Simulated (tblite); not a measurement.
# C5H11NOSi2: the cost of one run

Computed with tblite 0.8.0 and PySCF 2.14.0, with density-fitted response routines of our own, on a single molecule, in the gas phase or a continuum. Atoms are numbered from 0 throughout.

### 1 The molecule as given

20 atoms, charge 0, multiplicity 1; geometry from: force field or distance geometry start.

Bonds of the start (Å): C0–Si1 1.83, Si1–Si2 2.23, Si2–N3 1.80, Si2–C4 1.83, C4–C5 1.38, C5–C6 1.40, C6–C7 1.38, C7–O8 1.30, O8–C4 1.32, C0–H9 1.14, C0–H10 1.08, C0–H11 1.12, Si1–H12 1.47, Si1–H13 1.48, Si2–H14 1.49, N3–H15 1.04, N3–H16 1.03, C5–H17 1.06, C6–H18 1.08, C7–H19 1.08.

### 2 Relaxing the molecule with GFN2-xTB

The job: settings as JSON, then the geometry in Å.

```
{"job": {"kind": "relax", "xc": "GFN2-xTB", "basis": "xTB"}, "charge": 0, "multiplicity": 1}
C     -2.364300     1.522400    -0.597800
Si    -2.158300    -0.295500    -0.457700
Si    -0.359100    -0.937900     0.697100
N     -0.261100    -2.717700     0.459200
C      1.161300    -0.105700     0.113400
C      1.451500     1.237200     0.009900
C      2.756700     1.320700    -0.500500
C      3.192700     0.019300    -0.683100
O      2.219400    -0.765200    -0.317100
H     -3.458300     1.750400    -0.379400
H     -1.787600     2.121700     0.095900
H     -2.226900     1.780500    -1.675800
H     -2.216400    -1.001900    -1.748900
H     -3.331900    -0.806400     0.295200
H     -0.507700    -0.706700     2.157000
H      0.675700    -3.081800     0.728700
H     -1.055500    -3.228900     0.867000
H      0.804200     2.032800     0.281600
H      3.320600     2.215600    -0.698100
H      4.139700    -0.342100    -1.059600
```

Command:

```
$ OMP_NUM_THREADS=1 python probes_run.py task.json out
```

One launch serves the whole session: the jobs run in the order shown.

**Question.** How long does this first job take on 1 thread of Intel Xeon Platinum 8488C, shared host, and how much memory does it need?

About 1.1 s, with a peak of 0.18 GiB.
